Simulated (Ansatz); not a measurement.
**Rh: a tetragonal deformation path**

An exercise on one series of results from a longer session: the logs are not shown, and one member is left open.

Method: DFT PBEsol, scalar-relativistic, plane waves, PAW, in Ansatz 0.2.0.

### The structure to begin with

The structure is cubic, space group Fm-3m (No. 225). The conventional cell has a = 3.803 Å, b = 3.803 Å, c = 3.803 Å, α = 90.00°, β = 90.00°, γ = 90.00°. Around Rh (site symmetry m-3m) lie 12 Rh at 2.69 Å.

Structure file:

```
Rh
1.0
     0.00000    1.90155    1.90155
     1.90155    0.00000    1.90155
     1.90155    1.90155    0.00000
Rh
1
Cartesian
  0.0000 0.0000 0.0000
```

The cell is taken as given, not relaxed at this level.

### The reference cell

The reference gives a free energy of -6338.7492 eV, pressure -5.11 GPa, largest force 0.000 eV/Å and gap on the mesh none (metal). It was computed beforehand with the settings of the runs below.

The first run:

At fixed volume and fractional coordinates, lengths along (0.000, 0.000, 1.000) are scaled against those across it; ρ is that ratio over its starting value.

Contents of input.yaml:

```yaml
crystal:
  lattice:
    - [0.0, 2.1345251593, 1.5091092876]
    - [2.1345251593, 0.0, 1.5091092876]
    - [2.1345251593, 2.1345251593, 0.0]
  atoms:
    - { symbol: Rh, position: [0.0, 0.0, 0.0] }
basis:
  ecutwfc: 420
kpoints:
  mp_grid: { grid: [24, 24, 24] }
hamiltonian:
  xc: pbesol
scf:
  occupations: { method: gaussian, width: 0.15 }
output:
  forces: true
  stress: true
  eigenvalues: true
  write_density: true
  write_potential: true
  elf: true
  volumetric_format: npy
```

The run is started by

```bash
$ ansatz run input.yaml --threads 1 --pin off --max-ram 2560MiB --backend cpu --events-out ev --progress --plain --runs-dir out
```

Steps of the session up to this table: ρ = 0.707; Point ρ = 1.414; Point ρ = 0.850; At ρ = 1.200; Point ρ = 0.780; Point ρ = 1.300; ρ = 0.920; ρ = 1.100; At ρ = 0.650; ρ = 1.500; Point ρ = 0.960; ρ = 1.050.

One table of the session follows, with a row left open; its other results are not shown here.

| ρ | ΔE (meV/atom) | pressure (GPa) |
| --- | --- | --- |
| 0.650 | 324.4 | 1.8 |
| 0.707 | 381.9 | 2.9 |
| 0.780 | 299.8 | 1.2 |
| 0.850 | 157.1 | -1.8 |
| 0.920 | 46.5 | -4.1 |
| 0.960 | ? | ? |
| 1.000 | 0.0 | -5.1 |
| 1.050 | 17.4 | -4.7 |
| 1.100 | 66.9 | -3.5 |
| 1.200 | 235.1 | 1.0 |
| 1.300 | 451.7 | 7.6 |
| 1.414 | 750.0 | 17.8 |
| 1.500 | 1010.9 | 27.4 |

**Question.** Estimate the row for ρ = 0.960.

Worked estimate for «ΔE (meV/atom)». A straight line through the neighbours (0.920, 46.5) and (1.000, 0.0) gives 46.5 + (0.0 − 46.5) × (0.960 − 0.920) / (1.000 − 0.920) = 23.3; a parabola fitted to 4 rows on both sides gives 12.4.

As computed: ΔE (meV/atom): 11.6; pressure (GPa): -4.8. In «ΔE (meV/atom)» the line misses by +11.7 and the parabola by +0.8.
